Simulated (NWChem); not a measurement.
**CH3O (SMILES C[O]) at UTPSSh/6-31+G(d) (spherical functions)**

Aim: the electronic atomisation energy of CH3O at UTPSSh/6-31+G* (spherical functions), from 4 runs. 

Program for the calculation: NWChem 7.3.0.

## (1) The structure to begin with

CH3O: 5 atoms, total charge 0, spin state doublet. SMILES: `C[O]`. The shape is that of a PBE0-D4/def2-TZVP optimisation.

Bond lengths: C1–O2 1.355 Å, C1–H3 1.108 Å, C1–H4 1.100 Å, C1–H5 1.100 Å. Angles: O2–C1–H3 105.3°, O2–C1–H4 113.5°, O2–C1–H5 113.5°, H3–C1–H4 106.2°, H3–C1–H5 106.2°, H4–C1–H5 111.5°.

## (2) A single-point energy at UTPSSh/6-31+G(d) (spherical functions) (run 1)

The input, ch3o.nw:

```
start ch3o
title "CH3O"
memory stack 880 mb heap 220 mb global 1100 mb
geometry units angstroms noautosym nocenter noautoz
  C     -0.000300     0.051900     0.013800
  O      0.981100    -0.843300    -0.254000
  H     -0.948700    -0.508200    -0.108100
  H     -0.041600     0.884500    -0.703800
  H      0.009500     0.415200     1.052100
end
basis "ao basis" spherical bse
  * library 6-31+G*
end
dft
  xc xctpssh
  mult 2
  grid fine
  convergence energy 1e-08
  iterations 100
  mulliken
  print low
end
task dft
```

Command:

```bash
$ nwchem ch3o.nw > ch3o.out
```

The log of the run:

```text
[...]
 d= 0,ls=0.0,diis     1   -114.9801034280 -1.50D+02  1.38D-02  9.17D-02     0.6
[...]
 d= 0,ls=0.0,diis    10   -115.0595351916 -8.29D-09  7.68D-07  2.13D-09     5.3
[...]
         Total DFT energy =     -115.059535191629
      One electron energy =     -224.512858377011
           Coulomb energy =       89.986430258158
    Exchange-Corr. energy =      -15.076537453234
 Nuclear repulsion energy =       34.543430380458
[...]
      Total Density - Mulliken Population Analysis
     ---------------------------------------------
    Atom       Charge   Shell Charges
 -----------   ------   -------------------------------------------------------
    1 C    6     6.41   2.00  0.67  2.08  0.64  0.85  0.05  0.05  0.07
    2 O    8     8.22   2.00  0.95  2.76  1.01  1.45 -0.03  0.06  0.02
    3 H    1     0.77   0.52  0.25
    4 H    1     0.80   0.54  0.27
    5 H    1     0.80   0.54  0.27
[...]
      <S2> =      0.7536 (Exact =     0.7500)
[...]
```

Run time: 6 s. Hardware: 1 thread of Intel Xeon Platinum 8559C (Emerald Rapids), shared host; peak memory 0.11 GiB.

## (3) The C atom (run 2)

The input, c.nw:

```
START c
memory stack 880 mb heap 220 mb global 1100 mb

GEOMETRY noautosym nocenter noautoz
  C        0.000000       0.000000       0.000000
END

BASIS "ao basis" spherical bse
  * library 6-31+G*
END

DFT
  xc xctpssh
  mult 3
  grid fine
  convergence energy 1e-08
  iterations 100
  mulliken
  print low
END

TASK dft
```

Run the same way, it converges to -37.85336 Eh (log not shown).

## (4) The H atom at the same level (run 3)

The input, h.nw:

```
start h
title "H energy"
memory 2200 mb
charge 0
geometry units angstrom noautosym nocenter noautoz
  H     0.000000    0.000000    0.000000
end
basis spherical bse
  H library 6-31+G*
end
dft
  xc xctpssh
  mult 2
  grid fine
  convergence energy 1e-08
  iterations 100
  mulliken
  noprint "final vectors analysis"
end
task dft energy
```

Run the same way, it converges to -0.49789 Eh (log not shown).

## (5) The O atom at the same level (run 4)

The input, mol.nw:

```
start mol
title "O"
memory total 2200 mb
charge 0

geometry noautosym nocenter noautoz
   O      0.000000     0.000000     0.000000
end

basis spherical bse
   * library 6-31+G*
end

dft
   xc xctpssh
   mult 3
   grid fine
   convergence energy 1e-08
   iterations 100
   mulliken
   print low
end

task dft
```

Run the same way, it converges to -75.06967 Eh (log not shown).

## (6) The series

```csv
run,partner,energy (Eh),⟨S²⟩,wall time
1,base,-115.059535,0.754,6 s
2,atoms,-37.853358,2.003,0.8 s
3,atoms,-0.497891,0.750,0.56 s
4,atoms,-75.069673,2.003,0.86 s
```

## (7) Outcome

Level: UTPSSh/6-31+G* (spherical functions).

| quantity | value |
| --- | --- |
| O atom: total energy | -75.06967 Eh |
| O atom: ⟨S²⟩ | 2.003 |
| electronic atomisation energy | 17.492 eV |

**Reading.** Taking the molecule apart into free atoms costs 17.49 eV (403 kcal/mol), before zero-point energy and without spin-orbit coupling. All runs together took 8.2 s, the longest 6 s.
